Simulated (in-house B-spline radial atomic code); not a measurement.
**Tc⁶⁺: excited configurations**

Aim: the energies of several excited configurations of Tc⁶⁺ above a reference configuration, each from its own self-consistent run.

Method: scalar-relativistic (spin-free one-electron X2C) OLYP, spin-polarised, spherical fractional occupations, Fermi nucleus, basis-set limit. Code: in-house B-spline radial atomic code version 1.

## 1. Starting point

```
element       : technetium (Z = 43)
charge        : +6
electrons     : 37
configuration : [Kr] 4d1
Hamiltonian   : scalar-relativistic (X2C)
nucleus       : Fermi, rms radius 4.411 fm
```

The outer shells:

[Kr] 4d1
```
[Kr] core
4d [↑ ][  ][  ][  ][  ]
```

Where spins are not typed, each open shell is filled with up spins first.

Settings of the run:

```ini
Z = 43
electrons = 37.0
configuration = [Kr] 4d1
hamiltonian = x2c
method = optx,lyp
spin_polarised = True
nucleus = fermi
rms_radius = 4.411169945885085
mass_number = 97
atomic_mass = 96.90636072
speed_of_light = 137.035999084
```

The reference is known from an earlier run: -4278.312481 hartree in all. Up to eight levels, counted from the top:

| orbital | occupation | energy (eV) | <r> (bohr) |
| --- | --- | --- | --- |
| 3p down | 3 | -502.11 | 0.4153 |
| 3d up | 5 | -336.68 | 0.3973 |
| 3d down | 5 | -336.48 | 0.3972 |
| 4s up | 1 | -154.46 | 1.023 |
| 4s down | 1 | -153.33 | 1.022 |
| 4p up | 3 | -125.04 | 1.105 |
| 4p down | 3 | -123.84 | 1.104 |
| 4d up | 1 | -81.125 | 1.316 |

## 2. Run with [Ar] 3d10 4s2 4p5 4d1 5d1

Settings of the run:

```ini
Z = 43
electrons = 37.0
configuration = [Ar] 3d10 4s2 4p5 4d1 5d1
hamiltonian = x2c
method = optx,lyp
spin_polarised = True
nucleus = fermi
rms_radius = 4.411169945885085
mass_number = 97
atomic_mass = 96.90636072
speed_of_light = 137.035999084
```

## 3. Configuration [Kr] 4f1

The settings differ from step 2 so:

```diff
@@ -2,3 +2,3 @@
 electrons = 37.0
-configuration = [Ar] 3d10 4s2 4p5 4d1 5d1
+configuration = [Kr] 4f1
 hamiltonian = x2c
```

## 4. [Ar] 3d9 4s2 4p6 4d2

The settings differ from step 3 so:

```diff
@@ -2,3 +2,3 @@
 electrons = 37.0
-configuration = [Kr] 4f1
+configuration = [Ar] 3d9 4s2 4p6 4d2
 hamiltonian = x2c
```

## 5. [Ar] 3d9 4s2 4p6 4d1 5d1

The settings differ from step 4 so:

```diff
@@ -2,3 +2,3 @@
 electrons = 37.0
-configuration = [Ar] 3d9 4s2 4p6 4d2
+configuration = [Ar] 3d9 4s2 4p6 4d1 5d1
 hamiltonian = x2c
```

## 6. [Ar] 3d9 4s2 4p6 4d1 5s1

The settings differ from step 5 so:

```diff
@@ -2,3 +2,3 @@
 electrons = 37.0
-configuration = [Ar] 3d9 4s2 4p6 4d1 5d1
+configuration = [Ar] 3d9 4s2 4p6 4d1 5s1
 hamiltonian = x2c
```

Q: How far above the reference does each configuration lie (order and size, in eV)?

The runs gave:

| net move | configuration | 2|M_S|+1 | energy above the reference (eV) | largest <r> (bohr) |
| --- | --- | --- | --- | --- |
| 4d → 4f | [Kr] 4f1 | 2 | 39.465 | 1.88 |
| 4p → 5d | [Ar] 3d10 4s2 4p5 4d1 5d1 | 4 | 87.316 | 2.82 |
| 3d → 4d | [Ar] 3d9 4s2 4p6 4d2 | 4 | 263.87 | 1.26 |
| 3d → 5s | [Ar] 3d9 4s2 4p6 4d1 5s1 | 4 | 287.79 | 2.11 |
| 3d → 5d | [Ar] 3d9 4s2 4p6 4d1 5d1 | 4 | 311.35 | 2.77 |

**Reading.** The energies run from 39.465 eV (4d → 4f) to 311.35 eV (3d → 5d). 3 of them lie more than 60 % above minus the reference's highest level (81.125 eV), in the range where a state can decay by emitting an electron. The reference has 2|M_S|+1 = 2; 4 of the configurations differ from it in spin. These are spherical averages at the typed spins, not spectroscopic levels.
